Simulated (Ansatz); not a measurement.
This script makes a fixed-spin-moment curve of TiNi, space group P4/mmm with Ansatz 0.2.0, Python API.

The script, `fsm_tini.py`:
```python
'''Fixed-spin-moment curve of TiNi.'''

import warnings

import ansatz as az
from ase import Atoms

warnings.simplefilter('ignore', az.DeckWarning)

atoms = Atoms(
    ['Ti', 'Ni'],
    scaled_positions=[
        (0.5, 0.5, 0.5),
        (0.0, 0.0, 0.0),
    ],
    cell=[
        (2.735803, 0.0, 0.0),
        (0.0, 2.735803, 0.0),
        (0.0, 0.0, 3.58141),
    ],
    pbc=True,
)
xtal = az.Crystal.from_ase(atoms)

calculation = (
    xtal.calculation()
    .functional(az.Functional.R2SCAN)
    .basis(37 * az.Ry)
    .occupations(az.OccupationsMethod.FERMI_DIRAC, width=0.15)
    .kpoints(12, 12, 9)
)
# a hard lock holds the total moment, with one Fermi level a spin
rows = []
for total in [0.0, 0.3, 0.6, 0.9, 1.2, 1.5, 1.8]:
    report = calculation.spin('collinear', total=total, lock='hard').run().report
    up, down = report['spin_fermi_energies_ev']
    rows.append((total, report['free_energy_ev'], up - down, report['absolute_magnetization_mub']))
reference = rows[0][1]
rows = [(m, 1000 * (e - reference), split, size) for m, e, split, size in rows]
print('     total muB    F - F(0) meV  EF up - down eV    absolute muB')
for row in rows:
    print(f'{str(row[0]):>14s}  {row[1]:14.2f}  {row[2]:15.4f}  {row[3]:14.3f}')
best = min(rows, key=lambda row: row[1])
print(f'lowest at {best[0]} muB per cell, {best[1]:.1f} meV against the first point')
```

At which total moment is the energy lowest, and how steeply does it rise?

The lowest point lies at 0.6 μB a cell, 7.0 meV below the point at 0 μB; at 1.8 μB the energy is 157 meV above the lowest.

What the script printed:

```console
$ python fsm_tini.py
RunWarning: this spin-polarised run has no starting moment large enough to seed its density, and nothing else in its deck makes the two spin channels differ, so an SCF from that start keeps the [...]
     total muB    F - F(0) meV  EF up - down eV    absolute muB
           0.0            0.00           0.0000           0.000
           0.3           -3.88          -0.0366           0.319
           0.6           -7.02           0.0035           0.627
           0.9           -0.58           0.0899           0.935
           1.2           22.46           0.2266           1.238
           1.5           70.17           0.4173           1.533
           1.8          149.77           0.6519           1.821
lowest at 0.6 muB per cell, -7.0 meV against the first point
```
(Warnings from the package without file and line, shortened.)

Notes:
- The run is spin-unpolarised.
- A Fermi-Dirac width this large means warm electrons, whose thermal share enters the free energy.
- r2SCAN tends to overestimate the moments of itinerant magnets.
- The structure comes from a database of computed cells and needn't be a stable or known phase.
- Only points where the Fermi levels of the two spins meet (minima, maxima and zero moment) are free solutions; a shallow minimum can lie between the points.
- The script silences the warnings on its input, which a real study should read.
- It ran for 4.6 min on 1 thread of Arm Neoverse V2 (shared host), peak memory 0.61 GiB.
